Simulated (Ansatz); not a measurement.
# TaRu: how the settings move a single-point run

How sensitive is a single-point run of TaRu to its settings? A reference run comes first, then one run with altered input.

Computed with Ansatz 0.2.0 (reference: DFT, PBEsol, PAW with Ansatz's default frozen-core files, scalar-relativistic, unless a step's input says otherwise).

### 1 The system as given

The structure is tetragonal, space group P4/mmm (No. 123). The conventional cell has a = 2.168 Å, b = 2.168 Å, c = 3.020 Å, α = 90.00°, β = 90.00°, γ = 90.00°. Around Ta (site symmetry 4/mmm) lie 8 Ru at 2.15 Å and 4 Ta at 2.17 Å. Ru (site symmetry 4/mmm) has 8 Ta at 2.15 Å and 4 Ru at 2.17 Å as nearest neighbours.

As a file:

```
Ta Ru
1.0
     2.16770    0.00000    0.00000
     0.00000    2.16770    0.00000
     0.00000    0.00000    3.01975
Ta Ru
1 1
Direct
  0.50000 0.50000 0.50000
  0.00000 0.00000 0.00000
```

### 2 Baseline

Input file input.yaml:

```yaml
crystal:
  lattice:
    - [2.1676965082, 0.0, 0.0]
    - [0.0, 2.1676965082, 0.0]
    - [0.0, 0.0, 3.0197501298]
  atoms:
    - { symbol: Ta, position: [0.5, 0.5, 0.5] }
    - { symbol: Ru, position: [0.0, 0.0, 0.0] }
kpoints:
  mp_grid: { grid: [12, 12, 11] }
  band_path:
    path:
      - [0.0, 0.0, 0.0]
      - [0.0, 0.5, 0.0]
      - [0.5, 0.5, 0.0]
      - [0.0, 0.0, 0.0]
      - [0.0, 0.0, 0.5]
      - [0.0, 0.5, 0.5]
      - [0.5, 0.5, 0.5]
      - [0.0, 0.0, 0.5]
      - [0.0, 0.5, 0.0]
    npoints: 6
scf:
  occupations: { method: fermi_dirac, width: 0.05 }
hamiltonian:
  xc: pbesol
  pseudopotentials: { kind: paw }
output:
  forces: true
  stress: true
  eigenvalues: true
  efg: { contact_densities: true }
  populations: true
  write_density: true
  write_potential: true
  elf: true
  volumetric_format: npy
```

The run is started by

```bash
ansatz run input.yaml --threads 1 --pin off --max-ram 2048MiB --backend cpu --events-out ev --progress --plain --runs-dir out
```

### 3 Variant: starting moments, occupations.method gaussian, occupations.width 0.15, spin_polarized true

input.yaml, as its differences from that of step 2:

```diff
@@ -6,4 +6,4 @@
   atoms:
-    - { symbol: Ta, position: [0.5, 0.5, 0.5] }
-    - { symbol: Ru, position: [0.0, 0.0, 0.0] }
+    - { symbol: Ta, position: [0.5, 0.5, 0.5], spin: 0.2 }
+    - { symbol: Ru, position: [0.0, 0.0, 0.0], spin: 0.2 }
 kpoints:
@@ -23,3 +23,3 @@
 scf:
-  occupations: { method: fermi_dirac, width: 0.05 }
+  occupations: { method: gaussian, width: 0.15 }
 hamiltonian:
@@ -33,5 +33,3 @@
   populations: true
-  write_density: true
-  write_potential: true
-  elf: true
-  volumetric_format: npy
+magnetization:
+  spin_polarized: true
```

Before running it: what results should come out? Wanted: for each run, ending; energy change; pressure; gap; force.

The runs gave:

| run | ending | energy change | pressure (GPa) | gap (eV) | force (eV/Å) | cycles | time |
| --- | --- | --- | --- | --- | --- | --- | --- |
| reference | converged | 0 | 1017.2 | 0.00 | 0.00 | 7 | 7.1 s |
| 1: starting moments, occupations.method gaussian, occupations.width 0.15, spin_polarized true | converged | +0.1 meV/atom (σ→0) | 1017.1 | 0.00 | 0.00 | 9 | 13 s |

Times don't compare one to one where runs were asked for different outputs or read a saved state (see the inputs); cycles may leave out searches for a lower state.

Residual by cycle in the longest SCF loop of each run; runs are numbered as in the table. The quantity is the density residual dr2, in eV.

```
cycle  reference    run 1
    1       3.52     3.04
    2        1.1     1.24
    3    0.00353    0.021
    4     7.2e-4  0.00342
    5     1.0e-5   3.0e-4
    6     4.1e-7   7.4e-6
    7     1.5e-9   2.9e-7
    8          -   3.4e-9
    9          -  9.8e-11
```

What this shows: With the changed spin polarisation and smearing the energy stays within 0.5 meV/atom: no moment survives, so both runs end on the same non-magnetic state. The structure is not at rest: the sound run finds 1017 GPa, so these are no properties of the relaxed crystal. 
